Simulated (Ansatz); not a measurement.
# AlFH2S2: up Jacob's ladder to CCSD(T)

Aim: compute AlFH2S2 with functionals from several rungs and with coupled cluster, and see how far each lands from CCSD(T) at the basis-set limit for the atomisation energy.

Method: functionals in def2-TZVPP, the program's frozen cores in correlated methods; program: Ansatz 0.2.0, Gaussian basis.

Plan: LDA (SPW92), PBE-D4, revPBE-D4, BLYP-D4, r2SCAN-D4, B97M-V, PBE0-D4, B3LYP-D4, r2SCANh-D4, r2SCAN0-D4, HSE06-D4, BHLYP-D4, CAM-B3LYP-D4, LC-ωPBE, ωB97X-V, ωB97M-V, B2PLYP, PBE-QIDH; CCSD(T)/def2-SVP; CCSD(T)/def2-TZVPP; MP2/def2-QZVPP; extrapolation to the limit; RPA on PBE.

## Step 1: The geometry

All runs share one geometry, relaxed beforehand with PBE0-D4 in a triple-zeta def2 set.

SMILES `[F][Al]([SH])[SH]`, 6 atoms, charge 0, spin multiplicity 1.

Atoms are counted from 1 here; the program's logs count them from 0.

Bond lengths: F1–Al2 1.646 Å, Al2–S3 2.165 Å, Al2–S4 2.165 Å, S3–H5 1.346 Å, S4–H6 1.346 Å. Angles: F1–Al2–S3 119.4°, F1–Al2–S4 119.4°, S3–Al2–S4 121.3°, Al2–S3–H5 91.5°, Al2–S4–H6 91.5°.

## Step 2: LDA

This LDA is Slater exchange with PW92 correlation.

in.yaml reads:

```yaml
crystal:
  periodic: [false, false, false]
  atoms:
    - {symbol: F, position_ang: [-0.767841, -1.381688, -0.632629]}
    - {symbol: Al, position_ang: [-0.014940, -0.049515, -0.025415]}
    - {symbol: S, position_ang: [2.128564, -0.086622, 0.275028]}
    - {symbol: S, position_ang: [-1.187807, 1.704888, 0.456949]}
    - {symbol: H, position_ang: [2.207796, -1.346459, -0.191049]}
    - {symbol: H, position_ang: [-2.323671, 1.095395, 0.070916]}
basis:
  gaussian: {orbitals: def2-TZVPP}
hamiltonian: {xc: lda}
output: {orbitals: {seedname: orbitals}}
```

Run with:

```bash
$ ansatz run in.yaml --threads 4 --pin off --events-out ev --progress --plain --max-ram 10444MiB
```

Further steps of the session: PBE-D4 (GGA); revPBE-D4 (GGA); BLYP-D4 (GGA); r2SCAN-D4 (meta-GGA); B97M-V (meta-GGA); PBE0-D4 (hybrid); B3LYP-D4 (hybrid); r2SCANh-D4 (hybrid); r2SCAN0-D4 (hybrid); HSE06-D4 (hybrid); BHLYP-D4 (hybrid); CAM-B3LYP-D4 (range-separated); LC-ωPBE (range-separated); ωB97X-V (range-separated); ωB97M-V (range-separated); B2PLYP (double hybrid); PBE-QIDH (double hybrid); CCSD(T) in def2-SVP; CCSD(T) in def2-TZVPP; MP2 in def2-QZVPP; RPA on PBE orbitals.

**Question.** What will the summary of the whole plan be? Wanted: atomisation energy, CCSD(T)/CBS; farthest beyond LDA; mean size of error, GGA; mean size of error, meta-GGA; mean size of error, hybrid; mean size of error, range-separated; mean size of error, double hybrid; gap, smallest and largest; T1 diagnostic.

The runs gave:

| quantity | value |
| --- | --- |
| atomisation energy, CCSD(T)/CBS | 2016.4 kJ/mol |
| functionals within 10.1 kJ/mol (0.5 %) | PBE-D4, r2SCAN-D4, ωB97X-V, ωB97M-V |
| farthest beyond LDA | BHLYP-D4 (-96.0 kJ/mol) |
| mean size of error, GGA | 31.7 kJ/mol |
| mean size of error, meta-GGA | 12.4 kJ/mol |
| mean size of error, hybrid | 42.9 kJ/mol |
| mean size of error, range-separated | 17.9 kJ/mol |
| mean size of error, double hybrid | 42.6 kJ/mol |
| gap, smallest and largest | 4.89 eV (LDA (SPW92)), 11.94 eV (LC-ωPBE) |
| T1 diagnostic | 0.0118 |
| triples share of the correlation energy | 3.8 % |

**Reading.** LDA overbinds by 260.5 kJ/mol (13 %). PBE-D4 misses by +2.8 kJ/mol. Double hybrids carry the basis error of their MP2 part in triple zeta, and no dispersion term here, so their miss is partly the set-up's. Taken by rung, meta-GGA functionals do best (12.4 kJ/mol on average) and hybrid ones worst beyond LDA (42.9 kJ/mol). The mean of the hybrids holds BHLYP, with half exact exchange. The reference freezes the cores and leaves out relativity and excitations past (T), so misses under about 10.1 kJ/mol can't be ranked. Hartree-Fock recovers 72 % of the binding; the rest is correlation. CCSD(T) in def2-SVP is off by -177.1 kJ/mol, worse than the median functional, from the basis alone. Orbital gaps span 4.9 to 11.9 eV; exact exchange widens them.
